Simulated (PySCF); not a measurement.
# C3H11NOSi3: magnetic properties

What do calculations give for the magnetic properties of C3H11NOSi3 (`CC#C[Si@@H](O)N([SiH3])[SiH3]`)?

Programs: PySCF 2.14.0, with routines of our own; each step states its level. All values are computed. Atoms count from 0.

### 1 The system as given

19 atoms, charge 0, multiplicity 1; geometry from: GFN2-xTB.

### 2 Magnetic properties: GIAO PBE/pcSseg-1

The job: settings as JSON, then the geometry in Å.

```
{"job": {"kind": "mag", "xc": "PBE", "basis": "pcSseg-1", "isotopologues": 2}, "charge": 0, "multiplicity": 1}
C      3.838956    -0.371764     0.747850
C      2.443136     0.004681     0.794347
C      1.277292     0.306606     0.811595
Si    -0.508293     0.769315     0.916229
O     -0.697424     2.381922     0.839003
N     -1.357892    -0.030191    -0.391449
Si    -0.858410    -1.621915    -0.893823
Si    -2.934595     0.571445    -0.821991
H      4.465326     0.515357     0.655963
H      4.109949    -0.904100     1.659352
H      4.019100    -1.023189    -0.107280
H     -1.085646     0.470930     2.222409
H     -0.481008     2.857088     0.041515
H     -1.551753    -1.920562    -2.145984
H     -1.206747    -2.613998     0.130313
H      0.587199    -1.601886    -1.102663
H     -3.943816     0.125234     0.145279
H     -2.886654     2.033659    -0.855738
H     -3.238524     0.060618    -2.157973
```

Method: GIAO PBE/pcSseg-1 magnetisability, rotational g tensor and spin-rotation constants, non-relativistic, gas phase.

On the command line:

```sh
$ OMP_NUM_THREADS=1 python excited_run.py task.json out
```

One launch serves the whole session: the jobs run in the order shown.

Standard output:

```text
coarse grid: 17104 points
cycle   1  E = -1118.3214357250  dE =  7.412e-01  |g| = 1.068e+00  |ddm| = 4.372e+00
cycle   2  E = -1117.6371977686  dE =  6.842e-01  |g| = 2.064e+00  |ddm| = 3.155e+00
cycle   3  E = -1118.5197791827  dE = -8.826e-01  |g| = 3.399e-01  |ddm| = 2.573e+00
cycle   4  E = -1118.5408786418  dE = -2.110e-02  |g| = 1.963e-01  |ddm| = 4.689e-01
cycle   5  E = -1118.5476612253  dE = -6.783e-03  |g| = 1.168e-01  |ddm| = 2.056e-01
cycle   6  E = -1118.5509273959  dE = -3.266e-03  |g| = 1.520e-02  |ddm| = 1.084e-01
cycle   7  E = -1118.5509915688  dE = -6.417e-05  |g| = 5.462e-03  |ddm| = 2.682e-02
cycle   8  E = -1118.5509975596  dE = -5.991e-06  |g| = 2.227e-03  |ddm| = 6.774e-03
final grid: 150696 points
cycle   9  E = -1118.6233725059  dE = -2.247e-05  |g| = 1.208e-02  |ddm| = 4.151e-02
cycle  10  E = -1118.6233003861  dE =  7.212e-05  |g| = 2.172e-02  |ddm| = 3.085e-02
cycle  11  E = -1118.6234003869  dE = -1.000e-04  |g| = 5.041e-03  |ddm| = 2.009e-02
cycle  12  E = -1118.6234059302  dE = -5.543e-06  |g| = 1.510e-03  |ddm| = 4.659e-03
cycle  13  E = -1118.6234064186  dE = -4.883e-07  |g| = 4.255e-04  |ddm| = 1.315e-03
cycle  14  E = -1118.6234064604  dE = -4.184e-08  |g| = 9.979e-05  |ddm| = 4.018e-04
cycle  15  E = -1118.6234064625  dE = -2.085e-09  |g| = 3.255e-05  |ddm| = 1.244e-04
cycle  16  E = -1118.6234064627  dE = -2.137e-10  |g| = 4.205e-06  |ddm| = 3.054e-05
converged SCF energy = -1118.6234064627

Magnetisability tensor (1e-30 J/T^2)
    -1640.57       84.30       13.33
       84.30    -1516.23       13.02
       13.33       13.02    -1420.34
isotropic -1525.71   principal values   -1683.28  -1478.94  -1414.91
isotropic susceptibility -91.881 1e-6 cm^3/mol

Inertial axes            a          b          c
rot. const./GHz      1.7787     0.7054     0.5309
chi total           -98.051    -90.210    -87.381
chi diamagnetic    -826.046  -1872.635  -2412.538
chi paramagnetic    727.995   1782.425   2325.157
quadrupole/D A       12.179     -8.564     -3.615
g nuclear            0.5811     0.5814     0.5715
g electronic        -0.6083    -0.5907    -0.5800
g total             -0.0272    -0.0093    -0.0085

Spin-rotation constants (kHz, H = +C I.J)
atom  isotope        aa         bb         cc
  5    14N        0.082      0.028      0.015
  8     1H       -0.139     -0.037     -0.033
  9     1H       -0.132     -0.076     -0.005
 10     1H       -0.197     -0.001     -0.043
 11     1H       -0.151     -0.058      0.025
 12     1H       -0.244     -0.085      0.011
 13     1H       -0.045     -0.031     -0.031
 14     1H       -0.154     -0.056      0.021
 15     1H        0.061     -0.058     -0.037
 16     1H       -0.107     -0.061      0.012
 17     1H       -0.157      0.016     -0.031
 18     1H       -0.111     -0.013     -0.026
  0    13C*       0.210      0.093      0.071
  1    13C*       0.177      0.263      0.209
  2    13C*       0.137      0.234      0.184
  3   29Si*      -1.092     -0.401     -0.317
  4    17O*      -0.164     -0.085     -0.052
  6   29Si*      -1.080     -0.363     -0.339
* in the singly substituted isotopologue

Isotopologues: g along a, b, c
2H    at 8,9,10,11,12,1    -0.0235    -0.0081    -0.0075
13C   at 0                 -0.0272    -0.0092    -0.0083
```

Wall time 52 s (1 thread of Arm Neoverse V2, shared host); peak memory 0.82 GiB.

From this job:

```
              quantity                      value
       magnetisability           -1526·10⁻³⁰ J/T²
  molar susceptibility         -91.9·10⁻⁶ cm³/mol
rotational g (a, b, c)  -0.0272, -0.0093, -0.0085
```

### 3 Magnetic properties: GIAO B3LYP/6-31G, grid 3

The job, as its differences from that of step 2:

```diff
@@ -1,2 +1,2 @@
-{"job": {"kind": "mag", "xc": "PBE", "basis": "pcSseg-1", "isotopologues": 2}, "charge": 0, "multiplicity": 1}
+{"job": {"kind": "mag", "xc": "B3LYP", "basis": "6-31G", "grid": 3}, "charge": 0, "multiplicity": 1}
 C      3.838956    -0.371764     0.747850
```

Level: GIAO B3LYP/6-31G magnetisability, rotational g tensor and spin-rotation constants, non-relativistic, gas phase.

Standard output:

```text
coarse grid: 17104 points
cycle   1  E = -1119.1487721505  dE =  9.917e-01  |g| = 9.267e-01  |ddm| = 4.295e+00
cycle   2  E = -1118.8671558902  dE =  2.816e-01  |g| = 1.483e+00  |ddm| = 2.559e+00
cycle   3  E = -1119.3252994545  dE = -4.581e-01  |g| = 1.616e-01  |ddm| = 1.744e+00
cycle   4  E = -1119.3312460314  dE = -5.947e-03  |g| = 8.408e-02  |ddm| = 3.126e-01
cycle   5  E = -1119.3326620771  dE = -1.416e-03  |g| = 4.337e-02  |ddm| = 1.181e-01
cycle   6  E = -1119.3331339762  dE = -4.719e-04  |g| = 3.421e-03  |ddm| = 4.128e-02
cycle   7  E = -1119.3331381143  dE = -4.138e-06  |g| = 6.695e-04  |ddm| = 7.612e-03
final grid: 235768 points
cycle   8  E = -1119.2364342638  dE = -9.220e-06  |g| = 4.956e-03  |ddm| = 2.423e-02
cycle   9  E = -1119.2364285481  dE =  5.716e-06  |g| = 7.112e-03  |ddm| = 1.344e-02
cycle  10  E = -1119.2364406274  dE = -1.208e-05  |g| = 1.376e-03  |ddm| = 8.158e-03
cycle  11  E = -1119.2364410699  dE = -4.424e-07  |g| = 2.022e-04  |ddm| = 1.334e-03
cycle  12  E = -1119.2364410763  dE = -6.438e-09  |g| = 1.260e-04  |ddm| = 2.955e-04
cycle  13  E = -1119.2364410803  dE = -3.989e-09  |g| = 2.132e-05  |ddm| = 1.567e-04
cycle  14  E = -1119.2364410804  dE = -1.351e-10  |g| = 3.628e-06  |ddm| = 3.662e-05
converged SCF energy = -1119.2364410804

Magnetisability tensor (1e-30 J/T^2)
    -1749.51       83.97        4.30
       83.97    -1653.71        7.64
        4.30        7.64    -1540.20
isotropic -1647.81   principal values   -1798.28  -1606.11  -1539.03
isotropic susceptibility -99.233 1e-6 cm^3/mol

Inertial axes            a          b          c
rot. const./GHz      1.7787     0.7054     0.5309
chi total          -104.936    -98.500    -94.263
chi diamagnetic    -826.833  -1871.561  -2413.318
chi paramagnetic    721.897   1773.060   2319.055
quadrupole/D A       13.236    -10.667     -2.569
g nuclear            0.5811     0.5814     0.5715
g electronic        -0.6032    -0.5876    -0.5785
g total             -0.0221    -0.0062    -0.0069

Spin-rotation constants (kHz, H = +C I.J)
atom  isotope        aa         bb         cc
  5    14N        0.058      0.019      0.009
  8     1H       -0.152     -0.043     -0.037
  9     1H       -0.146     -0.082     -0.010
 10     1H       -0.213     -0.006     -0.047
 11     1H       -0.157     -0.063      0.018
 12     1H       -0.265     -0.093      0.002
 13     1H       -0.064     -0.043     -0.036
 14     1H       -0.166     -0.064      0.014
 15     1H        0.034     -0.067     -0.039
 16     1H       -0.129     -0.066      0.005
 17     1H       -0.179      0.006     -0.035
 18     1H       -0.138     -0.021     -0.031
  0    13C*       0.178      0.076      0.058
  1    13C*       0.144      0.233      0.184
  2    13C*       0.114      0.201      0.157
  3   29Si*      -0.926     -0.339     -0.273
  4    17O*      -0.134     -0.078     -0.035
  6   29Si*      -0.908     -0.301     -0.289
* in the singly substituted isotopologue
```

Run time: 26 s. Hardware: 1 thread of Arm Neoverse V2, shared host; peak memory 0.65 GiB.

From this job:

```
              quantity                      value
       magnetisability           -1648·10⁻³⁰ J/T²
  molar susceptibility         -99.2·10⁻⁶ cm³/mol
rotational g (a, b, c)  -0.0221, -0.0062, -0.0069
```

### 4 The levels compared

```
                   level  ξ (10⁻³⁰ J/T²)     g(a)     g(b)  gap (eV)  functions  time
       GIAO PBE/pcSseg-1           -1526  -0.0272  -0.0093      5.24        212  52 s
GIAO B3LYP/6-31G, grid 3           -1648  -0.0221  -0.0062      6.94        106  26 s
```

### 5 Outcome

| quantity | value |
| --- | --- |
| magnetisability (step 2, GIAO PBE/pcSseg-1) | -1526·10⁻³⁰ J/T² |
| molar susceptibility (step 2, GIAO PBE/pcSseg-1) | -91.9·10⁻⁶ cm³/mol |
| rotational g (a, b, c) (step 2, GIAO PBE/pcSseg-1) | -0.0272, -0.0093, -0.0085 |
| magnetisability over the levels | -1648 to -1526·10⁻³⁰ J/T² |

**Reading.** The magnetisability spreads by 7.7 % over 2 levels, from GIAO B3LYP/6-31G, grid 3 (26 s) to GIAO PBE/pcSseg-1 (52 s); the runs took 26 s to 52 s. Two levels can agree by chance, so this spread shows no convergence. Vibrational averaging and real surroundings are missing from these values.
